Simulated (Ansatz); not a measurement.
# Fe5Co: the cost of one run

Computed with Ansatz 0.2.0 (DFT PBE, scalar-relativistic, plane waves, PAW, unless a step's input says otherwise).

1 further run of the same task is left out (it didn't finish). Runs told in other sessions of the task aren't counted.

**1. Starting point**

Symmetry: P4/mmm, No. 123, tetragonal system. The conventional cell has a = 2.842 Å, b = 2.842 Å, c = 8.564 Å, α = 90.00°, β = 90.00°, γ = 90.00°. Fe (site symmetry 4mm) has 8 Fe at 2.46 to 2.48 Å in its first shell of neighbours. Fe (site symmetry 4/mmm) has 8 Fe at 2.46 Å in its first shell of neighbours. Around Fe (site symmetry 4mm) lie 4 Co at 2.46 Å and 4 Fe at 2.48 Å. Co (site symmetry 4/mmm) is surrounded by 8 Fe at 2.46 Å.

Coordinates:

```
CELL_PARAMETERS angstrom
2.84243 0.00000 0.00000
0.00000 2.84243 0.00000
0.00000 0.00000 8.56444
ATOMIC_POSITIONS crystal
Fe 0.00000 0.00000 0.83415
Fe 0.50000 0.50000 0.00000
Fe 0.00000 0.00000 0.16585
Fe 0.50000 0.50000 0.33458
Fe 0.50000 0.50000 0.66542
Co 0.00000 0.00000 0.50000
```

The start is the relaxed end of an invented cell (made as: elements ordered on the sites of the Fe type, Co/Fe on Fe (P4/mmm, No. 123)), taken up again for a closer look.

**2. A first look at the guess**

Contents of input.yaml:

```yaml
crystal:
  lattice:
    - [2.8424291, 0.0, 0.0]
    - [0.0, 2.8424291, 0.0]
    - [0.0, 0.0, 8.5644352]
  atoms:
    - { symbol: Fe, position: [0.0, 0.0, 0.834146], spin: 2.73 }
    - { symbol: Fe, position: [0.5, 0.5, 0.0], spin: 2.73 }
    - { symbol: Fe, position: [0.0, 0.0, 0.165854], spin: 2.73 }
    - { symbol: Fe, position: [0.5, 0.5, 0.334578], spin: 2.73 }
    - { symbol: Fe, position: [0.5, 0.5, 0.665422], spin: 2.73 }
    - { symbol: Co, position: [0.0, 0.0, 0.5], spin: 1.99 }
basis:
  ecutwfc: 420
kpoints:
  mp_grid: { grid: [6, 6, 2] }
hamiltonian:
  xc: pbe
scf:
  occupations: { method: gaussian, width: 0.1 }
  lower_state_search: "off"
output:
  forces: true
  stress: true
  eigenvalues: true
  populations: true
magnetization:
  spin_polarized: true
```

On the command line:

```console
ansatz run input.yaml --threads 4 --pin off --max-ram 8192MiB --backend cpu --events-out ev --progress --plain --runs-dir out
```

What time and memory should one allow on 4 threads of Intel Xeon 6975P-C (Granite Rapids), shared host?

About 4 s, with a peak of 0.55 GiB.
